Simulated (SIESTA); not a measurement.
Runs of SIESTA 5.4.2 on Cu. The cell holds a slab with vacuum, 6 atoms: a = 2.534 Å, b = 2.534 Å, c = 25.281 Å, α = 90.00°, β = 90.00°, γ = 120.00°. The slab is cut from a database's or a generator's crystal, which needn't be the stable form of the element.

| level | gap on the mesh (eV) | largest force (eV/Å) | work function (eV) |
| --- | --- | --- | --- |
| vdW-DF-C09 | none | 0.09 | 4.93 |
| vdW-DF | none | 0.51 | (b) |
| optB88-vdW | none | 0.16 | 4.92 |
| vdW-DF-cx | none | 0.03 | 4.89 |
| vdW-DF2 | none | 0.65 | (a) |

Alike in all rows: task single point; potentials or basis PseudoDojo 0.4 standard (PBE files), DZP (energy shift 0.003 Ry; two zetas on semicore shells); no spin polarisation; cell as given; k mesh 12 × 12 × 1; smearing fermi-dirac 0.05 eV; grid cutoff 800 Ry; energy shift 0.003 Ry.

Problem. Estimate the missing entries.

Solution. (a) 4.86; (b) 4.73.

Caveats: the potentials were made for another functional, which shifts forces and pressure; the basis of atomic orbitals isn't converged, which shifts pressures, moduli and gaps.

A gap of «none» marks a metal or a gap under the smearing width.

Runs at the PBE level aren't shown here.
